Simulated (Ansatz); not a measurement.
# CuHO+ (quartet): wave-function methods side by side, def2-TZVPP

An exercise on one series of results from a longer session: the logs are not shown, and one member is left open.

Program: Ansatz 0.2.0, Gaussian basis. Level of theory: def2-TZVPP, core rule «outside noble gas», up to 10 orbitals frozen. These are calculated values, not measurements.

Plan: UHF; ROHF; CCSD(T) on UHF.

2 further runs of the same task are left out: 2 set aside as unsound or not needed.

## What is computed

The geometry is a PBE0/def2-TZVP stationary point (not a proven minimum) of the parent state, kept for this charge and spin.

3 atoms, charge 1, spin multiplicity 4.

Atoms are counted from 1 here; the program's logs count them from 0.

Bond lengths: Cu1–O2 1.785 Å, O2–H3 0.962 Å. Angles: Cu1–O2–H3 117.6°.

Set-up of the first run:

The input, in.yaml:

```yaml
crystal:
  periodic: [false, false, false]
  atoms:
    - {symbol: Cu, position_ang: [0.000000, 0.015109, 0.382355]}
    - {symbol: O, position_ang: [0.000000, -0.105079, -1.398874]}
    - {symbol: H, position_ang: [0.000000, 0.715425, -1.900920]}
basis:
  gaussian: {orbitals: def2-TZVPP}
total_charge: 1
magnetization: {spin_polarized: true, initial_magnetization: 3}
hamiltonian: {xc: hf}
output: {orbitals: {seedname: orbitals}}
```

Command:

```console
$ ansatz run in.yaml --threads 1 --pin off --events-out ev --progress --plain --max-ram 2560MiB --backend cpu
```

Steps of the session up to this table: UHF; ROHF; CCSD(T) on UHF.

One of the session's tables, all rows but one given; the rest of the session is left out.

It belongs to the step «Misses and costs». 

| method | from UCCSD(T) (meV) |
| --- | --- |
| ROHF | +15725.9 |
| UHF | +15483.7 |
| UMP2 | +197.9 |
| UCCSD | ? |
| UCCSD(T) | 0 |

Q: Estimate the row for UCCSD from the others.

**Answer.** from UCCSD(T) (meV): +433.3. In the column «from UCCSD(T) (meV)» it lies between UMP2 (+197.9) and UHF (+15483.7).
